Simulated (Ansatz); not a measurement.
# Cl3ISn: the cost of one run

Program: Ansatz 0.2.0, Gaussian basis. Level of theory: the settings change from run to run. These are calculated values, not measurements.

**1. The relaxed structure**

The structure was relaxed beforehand with PBE0-D4 in a triple-zeta def2 set. Sn, I take a core potential in def2 sets; no spin-orbit term is included.

SMILES `[Cl][Sn]([Cl])([Cl])[I]`, 5 atoms, charge 0, spin multiplicity 1.

Atoms are counted from 1 here; the program's logs count them from 0.

Bond lengths: Cl1–Sn2 2.297 Å, Sn2–Cl3 2.297 Å, Sn2–Cl4 2.297 Å, Sn2–I5 2.635 Å. Angles: Cl1–Sn2–Cl3 107.9°, Cl1–Sn2–Cl4 107.9°, Cl1–Sn2–I5 111.0°, Cl3–Sn2–Cl4 107.9°, Cl3–Sn2–I5 111.0°, Cl4–Sn2–I5 111.0°.

**2. PBE0-DH/def2-mTZVPP**

Set apart from the defaults: finite nuclei, the search for lower states set to full.

The input, in.yaml:

```yaml
crystal:
  periodic: [false, false, false]
  atoms:
    - {symbol: Cl, position_ang: [-1.045732, -0.402253, 2.008301]}
    - {symbol: Sn, position_ang: [0.012121, -0.047595, 0.001018]}
    - {symbol: Cl, position_ang: [2.203219, -0.695638, 0.231598]}
    - {symbol: Cl, position_ang: [-0.967925, -1.410721, -1.565966]}
    - {symbol: I, position_ang: [-0.151783, 2.482608, -0.716352]}
basis:
  gaussian: {orbitals: def2-mTZVPP, nuclear_model: gaussian}
hamiltonian: {xc: {name: PBE0-DH}}
scf: {lower_state_search: full}
output: {forces: true}
```

Run with:

```
$ ansatz run in.yaml --threads 4 --pin off --events-out ev --progress --plain --max-ram 10444MiB
```

Q: Estimate wall time and peak memory on 4 threads of Arm Neoverse V1, shared host.

About 10 s, with a peak of 0.58 GiB.
